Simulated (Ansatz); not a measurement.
# CH₄AlClFSb: how energies converge with the basis set

Aim: see how fast density functionals converge with the basis set for CH₄AlClFSb.

Program: Ansatz 0.2.0, Gaussian basis. Level of theory: one geometry, several basis sets. These are calculated values, not measurements.

Plan: PBE0-D4/def2-SVP; ωB97M-V/def2-SVP; PBE0-D4/def2-QZVPP; ωB97M-V/def2-QZVPP; the functionals' def2-TZVPP values are taken from earlier runs.

### Step 1. The geometry

The geometry comes from an earlier relaxation with PBE0-D4 in a triple-zeta def2 set; it is a stationary point, not always the lowest conformer. Sb takes the def2 core potential; no spin-orbit term is included.

SMILES `[F][Al]([SbH2])[CH2]Cl`, 9 atoms, charge 0, spin multiplicity 1.

Atoms are counted from 1 here; the program's logs count them from 0.

Bond lengths: F1–Al2 1.654 Å, Al2–Sb3 2.631 Å, Al2–C4 1.950 Å, Sb3–H6 1.710 Å, Sb3–H7 1.709 Å, C4–Cl5 1.850 Å, C4–H8 1.087 Å, C4–H9 1.087 Å. Angles: F1–Al2–Sb3 118.5°, F1–Al2–C4 116.1°, Sb3–Al2–C4 125.2°, Al2–Sb3–H6 88.6°, Al2–Sb3–H7 88.4°, H6–Sb3–H7 91.4°, Al2–C4–Cl5 81.9°, Al2–C4–H8 121.0°, Al2–C4–H9 122.2°, Cl5–C4–H8 106.3°, Cl5–C4–H9 106.2°, H8–C4–H9 111.4°.

Coordinates:

```
atom    x (Å)    y (Å)    z (Å)
  F1   0.5146  -2.2440  -0.7881
 Al2   0.3018  -0.7769  -0.0536
 Sb3   2.4142   0.7302   0.3806
  C4  -1.5056  -0.3810   0.5613
 Cl5  -1.6241   0.3941  -1.1146
  H6   1.3795   2.0905   0.4394
  H7   2.5905   0.8863  -1.3117
  H8  -2.2680  -1.1558   0.5931
  H9  -1.7144   0.4104   1.2764
```

### Step 2. PBE0-D4 in def2-SVP

Input file in.yaml:

```yaml
crystal:
  periodic: [false, false, false]
  atoms:
    - {symbol: F, position_ang: [0.514614, -2.243971, -0.788107]}
    - {symbol: Al, position_ang: [0.301757, -0.776900, -0.053562]}
    - {symbol: Sb, position_ang: [2.414165, 0.730156, 0.380591]}
    - {symbol: C, position_ang: [-1.505587, -0.381037, 0.561344]}
    - {symbol: Cl, position_ang: [-1.624053, 0.394068, -1.114589]}
    - {symbol: H, position_ang: [1.379549, 2.090472, 0.439367]}
    - {symbol: H, position_ang: [2.590460, 0.886335, -1.311657]}
    - {symbol: H, position_ang: [-2.267980, -1.155794, 0.593126]}
    - {symbol: H, position_ang: [-1.714425, 0.410372, 1.276386]}
basis:
  gaussian: {orbitals: def2-SVP}
hamiltonian: {xc: pbe0, dispersion: d4}
output: {orbitals: {seedname: orbitals}}
```

The run is started by

```
$ ansatz run in.yaml --threads 4 --pin off --events-out ev --progress --plain --max-ram 10444MiB
```

The runs that follow: ωB97M-V in def2-SVP; PBE0-D4 in def2-QZVPP; ωB97M-V in def2-QZVPP.

**Question.** What will the summary of the whole plan be? Wanted: PBE0-D4: double and triple zeta above quadruple; ωB97M-V: double and triple zeta above quadruple.

**Answer**, as computed:

| quantity | value |
| --- | --- |
| PBE0-D4: double and triple zeta above quadruple | 12.43, 0.84 eV |
| ωB97M-V: double and triple zeta above quadruple | 12.48, 0.81 eV |

**Reading.** PBE0-D4 gains 11.59 eV from double to triple zeta, then 0.84 eV more. These are total energies; as a rule much of such shifts cancels in differences, which this series doesn't test. The LUMO of ωB97M-V is positive and keeps falling with the basis (1.16 to 0.46 eV): an unbound level that the basis holds in place.
